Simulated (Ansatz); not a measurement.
# Si (diamond type): the cost of one run

Method: DFT, PBE, all-electron LAPW, scalar-relativistic, in Ansatz 0.2.0.

## Step 1: The system as given

The structure is cubic, space group Fd-3m (No. 227). Conventional cell: a = 5.471 Å, b = 5.471 Å, c = 5.471 Å, α = 90.00°, β = 90.00°, γ = 90.00°. Si (site symmetry -43m) is surrounded by 4 Si at 2.37 Å.

Coordinates:

```cif
data_structure
_symmetry_space_group_name_H-M 'Fd-3m:1'
_symmetry_Int_Tables_number 227
_cell_length_a 5.4709
_cell_length_b 5.4709
_cell_length_c 5.4709
_cell_angle_alpha 90.000
_cell_angle_beta 90.000
_cell_angle_gamma 90.000
_cell_volume 163.75
loop_
_atom_site_label
_atom_site_type_symbol
_atom_site_symmetry_multiplicity
_atom_site_Wyckoff_symbol
_atom_site_fract_x
_atom_site_fract_y
_atom_site_fract_z
_atom_site_occupancy
Si1 Si 8 b 0.00000 0.00000 0.50000 1
```

The file gives the conventional cell by its symmetry; the runs use the cell typed in the input.

Atoms are numbered in the order of the input: Si1, Si2, Si3, Si4.

## Step 2: Bulk in the slab's orientation, LAPW

Input file input.yaml:

```yaml
crystal:
  lattice:
    - [2.7354715901, 2.7354715901, 0.0]
    - [-2.7354715901, 2.7354715901, 0.0]
    - [0.0, 0.0, 5.4709431802]
  atoms:
    - { symbol: Si, position: [0.25, 0.5, 0.375] }
    - { symbol: Si, position: [0.75, 0.0, 0.875] }
    - { symbol: Si, position: [0.25, 0.0, 0.125] }
    - { symbol: Si, position: [0.75, 0.5, 0.625] }
kpoints:
  mp_grid: { grid: [7, 7, 5] }
scf:
  occupations: { method: fermi_dirac, width: 0.02 }
hamiltonian:
  xc: pbe
  pseudopotentials: { kind: all_electron, lapw: { basis_error: 0.001 } }
output:
  forces: true
  stress: true
  eigenvalues: true
```

Command:

```bash
$ ansatz run input.yaml --threads 1 --pin off --max-ram 3584MiB --backend cpu --events-out ev --progress --plain --runs-dir out
```

**Question.** How long does this run take on 1 thread of Intel Xeon Platinum 8375C at 2.90GHz (Ice Lake), shared host, and how much memory does it need?

About 8.4 s, with a peak of 0.32 GiB.
